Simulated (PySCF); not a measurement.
# C2H8N2O2Si2: electronic excitations

Aim: predict the electronic excitations of C2H8N2O2Si2 (`COC(=O)[SiH]1N[SiH2]N1`).

Computed with PySCF 2.14.0, with density-fitted response routines of our own, on a single molecule in the gas phase. Atoms are numbered from 0 throughout.

## 1. The molecule as given

16 atoms, charge 0, multiplicity 1; geometry from: GFN2-xTB.

Bonds of the start (Å): C0–O1 1.42, O1–C2 1.33, C2–O3 1.21, C2–Si4 1.91, Si4–N5 1.74, N5–Si6 1.74, Si6–N7 1.74, N7–Si4 1.74, C0–H8 1.09, C0–H9 1.09, C0–H10 1.09, Si4–H11 1.46, N5–H12 1.00, Si6–H13 1.46, Si6–H14 1.46, N7–H15 1.00.

## 2. TDDFT and polarisability: CAM-B3LYP/def2-SVPD

The job: settings as JSON, then the geometry in Å.

```
{"job": {"kind": "uv", "xc": "CAM-B3LYP", "basis": "def2-SVPD", "nstates": 8, "ntriplets": 3}, "charge": 0, "multiplicity": 1}
C      2.923272     0.553262    -0.090596
O      1.517347     0.329696    -0.070067
C      1.097919    -0.883613     0.288026
O      1.849367    -1.781271     0.585915
Si    -0.806198    -1.021452     0.264534
N     -1.652498     0.252228     1.087003
Si    -2.526186     0.844386    -0.300325
N     -1.587385    -0.360218    -1.138533
H      3.321771     0.530239     0.925844
H      3.073803     1.533143    -0.536249
H      3.419513    -0.221736    -0.678763
H     -1.191396    -2.383674     0.622909
H     -1.713919     0.491551     2.058349
H     -3.952846     0.539257    -0.260452
H     -2.212126     2.220184    -0.666484
H     -1.568036    -0.633039    -2.102521
```

Level: TDDFT CAM-B3LYP/def2-SVPD, vertical, gas phase, core orbitals frozen in the response.

Run with:

```sh
$ OMP_NUM_THREADS=1 python probes_run.py task.json out
```

This one command runs all jobs of the session in turn.

Predict these results of the whole session: lowest singlet (CAM-B3LYP/def2-SVPD); brightest single state of those computed; lowest triplet.

The runs gave:

| quantity | value |
| --- | --- |
| lowest singlet (CAM-B3LYP/def2-SVPD) | 4.65 eV (267 nm), f = 0.001 |
| brightest single state of those computed | state 8, 7.26 eV, f = 0.054 |
| lowest triplet | 4.04 eV |

The lowest singlet, at 4.65 eV, is HOMO−1→LUMO 0.68, HOMO−2→LUMO 0.12 and is weak; of the 8 states computed, the strongest absorption comes from state 8 at 7.26 eV (the last computed, so partners may be missing). The lowest triplet lies 0.61 eV below the lowest singlet (triplets in Tamm-Dancoff, singlets in full TDDFT).
